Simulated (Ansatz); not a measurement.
# Ni: the cost of one run

Method: DFT PBE, PAW, plane waves, scalar-relativistic, in Ansatz 0.2.0.

## Step 1: The structure to begin with

Symmetry: Fm-3m, No. 225, cubic system. Conventional cell: a = 3.538 Å, b = 3.538 Å, c = 3.538 Å, α = 90.00°, β = 90.00°, γ = 90.00°. Around Ni (site symmetry m-3m) lie 12 Ni at 2.50 Å.

As a file:

```xyz
2
Lattice="0.0000 1.7690 1.7690 1.7690 0.0000 1.7690 3.5379 3.5379 0.0000" Properties=species:S:1:pos:R:3 pbc="T T T"
Ni    0.0000    0.0000    0.0000
Ni    1.7690    1.7690    0.0000
```

Labels such as Ni2 number the atoms in the order of the input file.

First come: parallel moments, plain SCF; opposed moments +-, plain SCF; no spin polarisation; spin on, no moments given (the program may seed its own), plain SCF. What is tried next depends on their ends.

A plain SCF has the search for lower states switched off and ends at the first converged state. 

Moments by site are taken inside atomic spheres; the rest lies between them.

## Step 2: Parallel moments, plain SCF

The input, input.yaml:

```yaml
crystal:
  lattice:
    - [0.0, 1.76895, 1.76895]
    - [1.76895, 0.0, 1.76895]
    - [3.5379, 3.5379, 0.0]
  atoms:
    - { symbol: Ni, position: [0.0, 0.0, 0.0], spin: 2.0 }
    - { symbol: Ni, position: [0.0, 0.0, 0.5], spin: 2.0 }
magnetization:
  spin_polarized: true
hamiltonian:
  xc: pbe
  pseudopotentials: { kind: paw }
basis:
  ecutwfc: 420
kpoints:
  mp_grid: { grid: [14, 14, 7] }
scf:
  occupations: { method: gaussian, width: 0.1 }
  lower_state_search: "off"
output:
  forces: true
  stress: true
```

Launch:

```
$ ansatz run input.yaml --threads 2 --pin off --max-ram 5120MiB --backend cpu --events-out ev --progress --plain --runs-dir out
```

Q: Estimate wall time and peak memory on 2 threads of Arm Neoverse V2, shared host.

About 5 s, with a peak of 0.37 GiB.
